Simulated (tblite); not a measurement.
# C3H7FGeSe: the cost of one run

The runs use tblite 0.8.0 and PySCF 2.14.0, with density-fitted response routines of our own; the level of theory stands in each step. All values are computed, except where a source is named. Atoms count from 0, in the outputs and in this text.

**1. The molecule as given**

13 atoms, charge 0, multiplicity 1; geometry from: force field or distance geometry start.

Bonds of the start (Å): F0–C1 1.39, C1–Ge2 1.94, C1–C3 1.52, C3–C4 1.52, C4–Se5 1.95, Se5–C1 1.93, Ge2–H6 1.56, Ge2–H7 1.53, Ge2–H8 1.54, C3–H9 1.10, C3–H10 1.09, C4–H11 1.11, C4–H12 1.10.

**2. Relaxing the molecule with GFN2-xTB**

The job: settings as JSON, then the geometry in Å.

```
{"job": {"kind": "relax", "xc": "GFN2-xTB", "basis": "xTB"}, "charge": 0, "multiplicity": 1}
F      0.094900    -0.490400     1.681300
C      0.207900    -0.298200     0.311700
Ge     2.020300     0.175800    -0.181800
C     -0.869200     0.619300    -0.251800
C     -1.855500    -0.474200     0.122300
Se    -0.607200    -1.740200    -0.678800
H      2.521500     1.183500     0.895600
H      2.957800    -1.036200    -0.141800
H      2.108300     0.882500    -1.549400
H     -0.758000     0.680600    -1.345300
H     -0.977900     1.565000     0.289100
H     -2.012200    -0.633700     1.210500
H     -2.835000    -0.433200    -0.379500
```

Started as:

```
$ OMP_NUM_THREADS=1 python probes_run.py task.json out
```

The driver reads the jobs from task.json and runs them one after another.

**Question.** How long does this first job take on 1 thread of Arm Neoverse N1, shared host, and how much memory does it need?

About 1.3 s, with a peak of 0.18 GiB.
